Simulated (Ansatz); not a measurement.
# C3H6FNSi: the cost of one run

Method: functionals in def2-TZVPP, the program's frozen cores in correlated methods; program: Ansatz 0.2.0, Gaussian basis.

Plan: PBE-D4, r2SCAN-D4, PBE0-D4, B3LYP-D4, ωB97X-V, ωB97M-V, B2PLYP; CCSD(T)/def2-TZVPP; MP2/def2-QZVPP; extrapolation to the limit.

## Step 1: The relaxed structure

An earlier PBE0-D4 in a triple-zeta def2 set relaxation fixed the geometry.

SMILES `F[SiH2]C1C=NC1`, 12 atoms, charge 0, spin multiplicity 1.

Atoms are counted from 1 here; the program's logs count them from 0.

Bond lengths: F1–Si2 1.602 Å, Si2–C3 1.863 Å, Si2–H7 1.483 Å, Si2–H8 1.484 Å, C3–C4 1.496 Å, C3–C6 1.560 Å, C3–H9 1.094 Å, C4–N5 1.280 Å, C4–H10 1.089 Å, N5–C6 1.478 Å, C6–H11 1.091 Å, C6–H12 1.094 Å. Angles: F1–Si2–C3 109.9°, F1–Si2–H7 108.1°, F1–Si2–H8 107.9°, C3–Si2–H7 109.7°, C3–Si2–H8 110.4°, H7–Si2–H8 110.7°, Si2–C3–C4 117.4°, Si2–C3–C6 114.0°, Si2–C3–H9 110.9°, C4–C3–C6 79.9°, C4–C3–H9 115.8°, C6–C3–H9 115.8°, C3–C4–N5 100.3°, C3–C4–H10 133.1°, N5–C4–H10 126.6°, C4–N5–C6 90.5°, C3–C6–N5 89.3°, C3–C6–H11 114.6° and more.

Geometry (Å):

```csv
atom,x (Å),y (Å),z (Å)
F1,-1.0257,-2.5276,-0.5901
Si2,0.2012,-1.5907,-0.1621
C3,-0.4316,0.0731,0.3877
C4,-0.9014,1.0174,-0.6739
N5,0.0253,1.8994,-0.6208
C6,0.6726,1.1701,0.4903
H7,1.0876,-1.4247,-1.3397
H8,0.9220,-2.2632,0.9474
H9,-1.0849,-0.0273,1.2599
H10,-1.7555,1.0127,-1.3500
H11,0.6672,1.7341,1.4246
H12,1.7002,0.8714,0.2605
```

## Step 2: PBE-D4 (GGA)

Input file in.yaml:

```yaml
crystal:
  periodic: [false, false, false]
  atoms:
    - {symbol: F, position_ang: [-1.025673, -2.527605, -0.590059]}
    - {symbol: Si, position_ang: [0.201161, -1.590651, -0.162102]}
    - {symbol: C, position_ang: [-0.431564, 0.073078, 0.387674]}
    - {symbol: C, position_ang: [-0.901415, 1.017378, -0.673937]}
    - {symbol: N, position_ang: [0.025299, 1.899438, -0.620762]}
    - {symbol: C, position_ang: [0.672609, 1.170138, 0.490298]}
    - {symbol: H, position_ang: [1.087568, -1.424674, -1.339705]}
    - {symbol: H, position_ang: [0.922047, -2.263193, 0.947438]}
    - {symbol: H, position_ang: [-1.084896, -0.027348, 1.259903]}
    - {symbol: H, position_ang: [-1.755473, 1.012728, -1.350004]}
    - {symbol: H, position_ang: [0.667176, 1.734132, 1.424613]}
    - {symbol: H, position_ang: [1.700160, 0.871378, 0.260543]}
basis:
  gaussian: {orbitals: def2-TZVPP}
hamiltonian: {xc: pbe, dispersion: d4}
output: {forces: true, orbitals: {seedname: orbitals}}
```

Started as:

```console
ansatz run in.yaml --threads 4 --pin off --events-out ev --progress --plain --max-ram 10444MiB
```

Q: Estimate wall time and peak memory on 4 threads of Arm Neoverse V1, shared host.

About 3.4 s, with a peak of 0.4 GiB.
